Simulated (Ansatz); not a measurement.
# Cl3H3OSi2: the cost of one run

Program: Ansatz 0.2.0. Level of theory: RKS PBE0/STO-3G. These are calculated values, not measurements.

### Step 1. The starting structure

Bond lengths: Si1–O2 1.680 Å, O2–Si3 1.680 Å, Si3–H4 1.460 Å, Si3–H5 1.460 Å, Si3–H6 1.460 Å, Si1–Cl7 2.130 Å, Si1–Cl8 2.128 Å, Si1–Cl9 2.128 Å. Angles: Si1–O2–Si3 125.0°, O2–Si1–Cl7 109.4°, O2–Si1–Cl8 109.5°, O2–Si1–Cl9 109.5°, Cl7–Si1–Cl8 109.5°, Cl7–Si1–Cl9 109.5°, Cl8–Si1–Cl9 109.5°, O2–Si3–H4 109.5°, O2–Si3–H5 109.5°, O2–Si3–H6 109.5°, H4–Si3–H5 109.4°, H4–Si3–H6 109.4°, H5–Si3–H6 109.4°.

Structure file:

```xyz
9

Si    0.0000    0.0000    0.0000
O     0.0000    0.0000    1.6800
Si   -1.3147   -0.4067    2.6436
H    -2.2390   -1.2403    1.8804
H    -0.8506   -1.1432    3.8157
H    -1.9987    0.8095    3.0733
Cl    2.0086    0.0000   -0.7093
Cl   -1.0032    1.7381   -0.7093
Cl   -1.0032   -1.7381   -0.7093
```

### Step 2. Relaxing the start

The input, input.yaml:

```yaml
crystal:
  periodic: [false, false, false]
  atoms:
    - { symbol: Si, position_ang: [0.0, 0.0, 0.0] }
    - { symbol: O, position_ang: [0.0, 0.0, 1.68] }
    - { symbol: Si, position_ang: [-1.3147, -0.4067, 2.6436] }
    - { symbol: H, position_ang: [-2.239, -1.2403, 1.8804] }
    - { symbol: H, position_ang: [-0.8506, -1.1432, 3.8157] }
    - { symbol: H, position_ang: [-1.9987, 0.8095, 3.0733] }
    - { symbol: Cl, position_ang: [2.0086, 0.0, -0.7093] }
    - { symbol: Cl, position_ang: [-1.0032, 1.7381, -0.7093] }
    - { symbol: Cl, position_ang: [-1.0032, -1.7381, -0.7093] }
basis:
  gaussian: { orbitals: STO-3G }
hamiltonian:
  xc: pbe0
relax:
  f_tol: 0.02
  max_steps: 40
output:
  orbitals: {}
```

The run is started by

```
ansatz run input.yaml --threads 1 --pin off --max-ram 2048MiB --backend cpu --events-out ev --progress --plain --runs-dir out
```

Q: Estimate wall time and peak memory on 1 thread of Arm Neoverse V1, shared host.

About 53 s, with a peak of 0.13 GiB.
